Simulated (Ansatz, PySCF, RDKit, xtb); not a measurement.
**Which structure has the formula SiNH3OF−?**

Given the formula SiNH3OF− (charge -1) and nothing else, which arrangement of the atoms is the most stable in the gas at 298.15 K, and what are its properties?

Plan: many cheap relaxations first (GFN2-xTB), then density-functional screening, relaxation at B3LYP-D3(BJ)/def2-SVPD, vibrations and a final energy. The numbers are computed, not measured.

4 further runs of the same task are left out: 4 set aside as unsound or not needed.

## (1) Candidates

All bonding patterns within simple valence rules are listed by program: one Lewis structure each, at most two rings and one unusual centre or charged pair. O–O, O–halogen and N–halogen bonds and N–N–N chains are not drawn. That gives 10 candidates.

```csv
label,SMILES,spin
c038,[O-]N[SiH2]F,singlet
c282,ON[SiH-]F,singlet
c366,N[Si-](O)F,singlet
c467,[O-][NH2+][SiH-]F,singlet
c481,NO[SiH-]F,singlet
c588,[NH-][Si@H](O)F,singlet
c738,[NH3+][Si-]([O-])F,singlet
c818,N[Si@H]([O-])F,singlet
c939,[NH-]O[SiH2]F,singlet
c951,O[N-][SiH2]F,singlet
```

Candidates are built by distance geometry, with a force field where one applies, in up to four conformers (letters a to d). 14 starts with atoms placed at random are added, to find patterns that the rules miss.

**Question.** With final energies at CCSD(T)/def2-SVPD + MP2/def2-TZVPPD - MP2/def2-SVPD, which structure will this search put lowest in free energy, and by what margin?

| quantity | value |
| --- | --- |
| lowest structure found | N[Si@H]([O-])F, singlet, C1 |
| next finalist | [NH-][Si@H](O)F, singlet, 14.4 kcal/mol higher in G |
| share at equilibrium, among the finalists | 100.0 % |
| harmonic wavenumbers, lowest and highest (B3LYP-D3(BJ)/def2-SVPD) | 155 and 3623 cm⁻¹ |
| rotational constants, same geometry | 0.2292, 0.2143, 0.1253 cm⁻¹ |
| HOMO energy (PBE0/def2-TZVPD) | -1.76 eV |
| LUMO energy (PBE0/def2-TZVPD) | 4.04 eV |
| HOMO–LUMO gap (to an unbound level, set by the basis) (PBE0/def2-TZVPD) | 5.80 eV |
| lowest excitation (TD-B3LYP/def2-SVPD) | 5.14 eV (f = 0.039) |
| strongest of the states computed, same level | 6.80 eV (f = 0.052) |
| lowest triplet excitation, same level, Tamm-Dancoff | 4.95 eV |
| vertical detachment energy | 3.90 eV |
| vertical triplet less singlet | +4.86 eV |

`N[Si@H]([O-])F` comes out lowest. Among the finalists first place is clear (14.4 kcal/mol); structures outside the list aren't covered. GFN2-xTB, HF/STO-3G, r2SCAN-D4/def2-SVPD, B3LYP-D3(BJ)/def2-SVPD, HF/def2-SVPD and MP2/def2-SVPD already put its bonding pattern lowest among the structures in one piece. In an anion, excitations above the detachment energy lie in the continuum and hang on the basis, so they needn't be bound states. The search is not exhaustive (a finite list of starts, one conformer a finalist), so a lower isomer can't be ruled out. Patterns outside the rules of the enumeration were met only by chance.
